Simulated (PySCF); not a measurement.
# One shape, several levels: C3H8SSi (SMILES SC1C[SiH2]C1)

We compute a comparison of 3 runs (BLYP/STO-3G, B3LYP/6-31G*, PBE0/def2-TZVP) of C3H8SSi. 

Program for the calculation: PySCF 2.14.0.

**1. The system as given**

C3H8SSi has 13 atoms, charge 0, and is taken as a singlet. SMILES: `SC1C[SiH2]C1`. Geometry: relaxed at GFN2-xTB. This is one conformer, not always the lowest.

Bond lengths: S1–C2 1.837 Å, C2–C3 1.534 Å, C3–Si4 1.913 Å, C2–C5 1.535 Å, Si4–C5 1.914 Å, S1–H6 1.332 Å, C2–H7 1.091 Å, C3–H8 1.089 Å, C3–H9 1.087 Å, Si4–H10 1.459 Å, Si4–H11 1.462 Å, C5–H12 1.089 Å, C5–H13 1.088 Å. Some angles: S1–C2–C3 112.4°, S1–C2–C5 114.5°, C3–C2–C5 100.3°, C2–C3–Si4 90.4°, C3–Si4–C5 76.0°, C2–C5–Si4 90.3°, S1–C2–H7 106.6°, C3–C2–H7 111.5°, C5–C2–H7 111.7°, C2–S1–H6 95.7°.

**2. Energy and forces at BLYP/STO-3G (run 1)**

File run.py:

```python
from pyscf import gto, dft

mol = gto.Mole()
mol.atom = '''
S     -3.820686     1.497343     2.048501
C     -1.569474     0.013304    -0.136759
C     -0.062361    -2.123636     1.113332
Si     2.969270    -0.934640    -0.457427
C      0.596549     1.743480    -0.991294
H     -4.619984     3.251312     0.431084
H     -2.670618    -0.675917    -1.736715
H     -0.047716    -1.912289     3.160265
H     -0.776923    -4.003196     0.692622
H      5.125844    -0.401151     1.176506
H      3.685117    -2.301535    -2.748720
H      0.853381     3.309855     0.318570
H      0.337637     2.537071    -2.869984
'''
mol.unit = 'bohr'
mol.verbose = 4
mol.basis = 'sto-3g'
mol.max_memory = 1860
mol.spin = 0
mol.build()

mf = dft.RKS(mol, xc='blyp')
mf.conv_tol = 1e-10
mf.grids.level = 5
mf.kernel()
if not mf.converged:
    mf = mf.newton().run(mf.mo_coeff, mf.mo_occ)

etot = mf.e_tot
print(f'total energy: {etot:.8f} hartree')
grad = mf.nuc_grad_method().kernel()
mf.analyze()
```

On the command line:

```
$ OMP_NUM_THREADS=1 python run.py
```

The log of the run:

```text
PySCF version 2.14.0

[... 83 lines left out ...]
converged SCF energy = -797.452307157133
[... 18 lines left out ...]
Two-electron Coulomb Energy =          651.154625095002416
[... 7 lines left out ...]
MO #5   energy= -9.69581293704892  occ= 2
[... 5 lines left out ...]
MO #11  energy= -3.23180226381038  occ= 2
[... 5 lines left out ...]
MO #17  energy= -0.452419869395186 occ= 2
[... 5 lines left out ...]
MO #23  energy= -0.251927753020985 occ= 2
[... 5 lines left out ...]
MO #29  energy= 0.192167134911492  occ= 0
[... 5 lines left out ...]
MO #35  energy= 0.374261314744304  occ= 0
[... 5 lines left out ...]
MO #41  energy= 0.533937581084368  occ= 0
[... 57 lines left out ...]
Dipole moment(X, Y, Z, Debye):  1.01081, -0.08988, -0.91431
```

It took 17 s on 1 thread of Intel Xeon at 2.70GHz, shared host; peak memory 0.46 GiB.

**3. Energy and gradient at B3LYP/6-31G(d) (Cartesian functions) (run 2)**

File job.py:

```python
# SC1C[SiH2]C1
import pyscf.grad
from pyscf import gto, dft

mol = gto.Mole()
mol.atom = '''
S     -2.021820     0.792360     1.084020
C     -0.830530     0.007040    -0.072370
C     -0.033000    -1.123780     0.589150
Si     1.571270    -0.494590    -0.242060
C      0.315680     0.922610    -0.524570
H     -2.444790     1.720520     0.228120
H     -1.413230    -0.357680    -0.919030
H     -0.025250    -1.011940     1.672340
H     -0.411130    -2.118400     0.366520
H      2.712480    -0.212280     0.622580
H      1.950080    -1.217920    -1.454560
H      0.451590     1.751500     0.168580
H      0.178670     1.342560    -1.518730
'''
mol.max_memory = 1860
mol.cart = True
mol.verbose = 4
mol.basis = '6-31g*'
mol.build()

myscf = dft.RKS(mol, xc='b3lyp')
myscf.grids.level = 5
myscf.conv_tol = 1e-10
myscf.kernel()
if not myscf.converged:
    myscf = myscf.newton().run(myscf.mo_coeff, myscf.mo_occ)

energy = myscf.e_tot
print('E(%s) = %.9f' % ('B3LYP', energy))
grad = myscf.Gradients().kernel()
myscf.analyze()
```

On the command line:

```
$ OMP_NUM_THREADS=1 python job.py
```

The log of the run:

```text
PySCF version 2.14.0

[... 97 lines left out ...]
Total Energy =                        -806.787566763119003
[... 14 lines left out ...]
MO #8   energy= -5.89072691302796  occ= 2
[... 12 lines left out ...]
MO #21  energy= -0.397957480927042 occ= 2
[... 12 lines left out ...]
MO #34  energy= 0.116782861374308  occ= 0
[... 12 lines left out ...]
MO #47  energy= 0.382351305803335  occ= 0
[... 12 lines left out ...]
MO #60  energy= 0.74612572148584   occ= 0
[... 12 lines left out ...]
MO #73  energy= 1.09434057217979   occ= 0
[... 12 lines left out ...]
MO #86  energy= 2.07534070127557   occ= 0
[... 12 lines left out ...]
MO #99  energy= 4.51665466376289   occ= 0
[... 115 lines left out ...]
Dipole moment(X, Y, Z, Debye):  0.88803, -0.05375, -1.45094
```

Run time: 48 s. Hardware: 1 thread of Intel Xeon at 2.70GHz, shared host; peak memory 0.99 GiB.

**4. Energy and gradient at PBE0/def2-TZVP (run 3)**

File job.py:

```python
from pyscf import gto, dft

molecule = gto.M(
    atom='''
S     -3.820686     1.497343     2.048501
C     -1.569474     0.013304    -0.136759
C     -0.062361    -2.123636     1.113332
Si     2.969270    -0.934640    -0.457427
C      0.596549     1.743480    -0.991294
H     -4.619984     3.251312     0.431084
H     -2.670618    -0.675917    -1.736715
H     -0.047716    -1.912289     3.160265
H     -0.776923    -4.003196     0.692622
H      5.125844    -0.401151     1.176506
H      3.685117    -2.301535    -2.748720
H      0.853381     3.309855     0.318570
H      0.337637     2.537071    -2.869984
''',
    basis='def2-tzvp',
    verbose=4,
    unit='bohr',
    max_memory=1860,
)

mf = dft.RKS(molecule)
mf.xc = 'pbe0'
mf.grids.level = 5
mf.conv_tol = 1e-10
mf.kernel()
if not mf.converged:
    mf = mf.newton().run(mf.mo_coeff, mf.mo_occ)

e_tot = mf.e_tot
print(f'total energy: {e_tot:.8f} hartree')
grad = mf.nuc_grad_method().kernel()
mf.analyze()
```

On the command line:

```
$ OMP_NUM_THREADS=1 python job.py
```

The log of the run:

```text
PySCF version 2.14.0

[... 109 lines left out ...]
MO #7   energy= -5.92680614194219  occ= 2
[... 25 lines left out ...]
MO #33  energy= 0.0630598993754004 occ= 0
[... 25 lines left out ...]
MO #59  energy= 0.411975928599481  occ= 0
[... 25 lines left out ...]
MO #85  energy= 0.942570626037529  occ= 0
[... 25 lines left out ...]
MO #111 energy= 1.52389146964775   occ= 0
[... 25 lines left out ...]
MO #137 energy= 2.01961278932324   occ= 0
[... 25 lines left out ...]
MO #163 energy= 2.83008282279144   occ= 0
[... 25 lines left out ...]
MO #189 energy= 3.72906452808801   occ= 0
[... 25 lines left out ...]
MO #215 energy= 22.5279010683807   occ= 0
[... 231 lines left out ...]
Dipole moment(X, Y, Z, Debye):  0.87031, -0.11469, -1.34467
```

It took 5.2 min on 1 thread of Intel Xeon at 2.70GHz, shared host; peak memory 1.8 GiB.

**5. Overview of the runs**

```
run                               level  Cartesian functions  energy (Eh)  dipole moment (D)  HOMO energy (eV)  LUMO energy (eV)  wall time
  1                         BLYP/STO-3G                   no  -797.452307               1.37             -1.40              5.23       17 s
  2  B3LYP/6-31G* (Cartesian functions)                  yes  -806.787567               1.70             -6.25              0.23       48 s
  3                      PBE0/def2-TZVP                   no  -806.448954               1.61             -6.64              0.04    5.2 min
```

**6. Results**

| quantity | value |
| --- | --- |
| run 3: total energy | -806.44895 Eh |
| run 3: dipole moment | 1.61 D |
| run 3: HOMO energy | -6.64 eV |
| run 3: LUMO energy | 0.04 eV |
| run 3: HOMO–LUMO gap | 6.68 eV |
| run 3: largest force on an atom | 1.666 eV/Å |

In words: The dipole moment (its size) runs from 1.37 D (BLYP/STO-3G) to 1.70 D (B3LYP/6-31G*). The two ends differ in method and basis. The HOMO–LUMO gap runs from 6.48 eV (B3LYP/6-31G*) to 6.68 eV (PBE0/def2-TZVP). Totals of different functionals can't be ranked against each other. In run 1 the basis is minimal, so the values are rough. All runs together took 6.3 min, the longest 5.2 min.
